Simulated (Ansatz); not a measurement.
# BrClFHSn: how energies converge with the basis set

How large a basis does BrClFHSn need? Two functionals are run in growing sets.

Program: Ansatz 0.2.0, Gaussian basis. Level of theory: one geometry, several basis sets. These are calculated values, not measurements.

The runs, in order: PBE0-D4/def2-SVP; ωB97M-V/def2-SVP; PBE0-D4/def2-QZVPP; ωB97M-V/def2-QZVPP; the functionals' def2-TZVPP values are taken from earlier runs.

## Step 1: The relaxed structure

The geometry comes from an earlier relaxation with PBE0-D4 in a triple-zeta def2 set; it is a stationary point. Sn takes the def2 core potential; no spin-orbit term is included.

SMILES `[F][SnH]([Cl])[Br]`, 5 atoms, charge 0, spin multiplicity 1.

Atoms are counted from 1 here; the program's logs count them from 0.

Bond lengths: F1–Sn2 1.903 Å, Sn2–Cl3 2.295 Å, Sn2–Br4 2.440 Å, Sn2–H5 1.691 Å. Angles: F1–Sn2–Cl3 105.1°, F1–Sn2–Br4 106.0°, F1–Sn2–H5 108.6°, Cl3–Sn2–Br4 109.3°, Cl3–Sn2–H5 112.8°, Br4–Sn2–H5 114.4°.

## Step 2: PBE0-D4 in def2-SVP

Input file in.yaml:

```yaml
crystal:
  periodic: [false, false, false]
  atoms:
    - {symbol: F, position_ang: [-1.717480, -0.763199, -0.190237]}
    - {symbol: Sn, position_ang: [0.061027, -0.087669, -0.149524]}
    - {symbol: Cl, position_ang: [0.995455, -0.977364, 1.748925]}
    - {symbol: Br, position_ang: [-0.144653, 2.329220, 0.110312]}
    - {symbol: H, position_ang: [0.855551, -0.574586, -1.560876]}
basis:
  gaussian: {orbitals: def2-SVP}
hamiltonian: {xc: pbe0, dispersion: d4}
output: {orbitals: {seedname: orbitals}}
```

The run is started by

```
> ansatz run in.yaml --threads 4 --pin off --events-out ev --progress --plain --max-ram 10444MiB
```

After this run come: ωB97M-V in def2-SVP; PBE0-D4 in def2-QZVPP; ωB97M-V in def2-QZVPP.

Q: Predict the results of all the runs planned. Wanted: PBE0-D4: double and triple zeta above quadruple; ωB97M-V: double and triple zeta above quadruple.

As calculated:

| quantity | value |
| --- | --- |
| PBE0-D4: double and triple zeta above quadruple | 18.79, 2.04 eV |
| ωB97M-V: double and triple zeta above quadruple | 18.70, 1.96 eV |

In words: For PBE0-D4 the step from double to triple zeta gains 16.75 eV and the next only 2.04 eV. These are total energies; as a rule much of such shifts cancels in differences, which this series doesn't test.
